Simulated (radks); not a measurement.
# I³⁺ in [Kr] 4d10 5s1.5 5p2.5: an all-electron calculation

Wanted: eigenvalues, radial structure and energy terms of the iodine ion I3+.

Method: scalar-relativistic Kohn-Sham, r2SCAN, spin-polarised, spherical densities, finite nucleus; open shells are filled with parallel spins first. Code: radks (a radial shooting solver on a logarithmic mesh, Libxc functionals) version 1.

### 1 What is computed

```
element            : iodine (Z = 53)
charge             : +3
electrons          : 50
configuration      : [Kr] 4d10 5s1.5 5p2.5
nuclear rms radius : 4.75 fm
```

### 2 The run

Input:

```text
Z 53
configuration [Kr] 4d10 5s1.5 5p2.5
relativity scalar-relativistic
functional r2scan,r2scan
spin polarised
nucleus finite rms 4.75 fm
c 137.035999084
```

Command:

```console
python run_ks.py task.json out
```

All runs below come from this command, one after another.

**Question.** What will this run give?

**Answer**, as computed:

| quantity | value |
| --- | --- |
| total energy | -7114.75865 hartree |
| exchange-correlation share of it | 2.54 % |
| −T/E | 1.0497 |
| highest occupied level | 5p up, -36.277 eV |
| most extended occupied level | 5p up, <r> = 2.09 bohr |
| radius at density 0.001 e/bohr³ | 3.66 bohr |
| maxima of the radial density | 4 |

**Reading.** 5 principal shells are occupied and 4 maxima appear in the radial density; where shells overlap, one shows as a shoulder or not at all. −T/E is 1.050: with relativity the kinetic term as defined here no longer equals −E. This is not the tabulated ground configuration, so its levels and sizes aren't those of the ground state, and no measured value stands beside it.
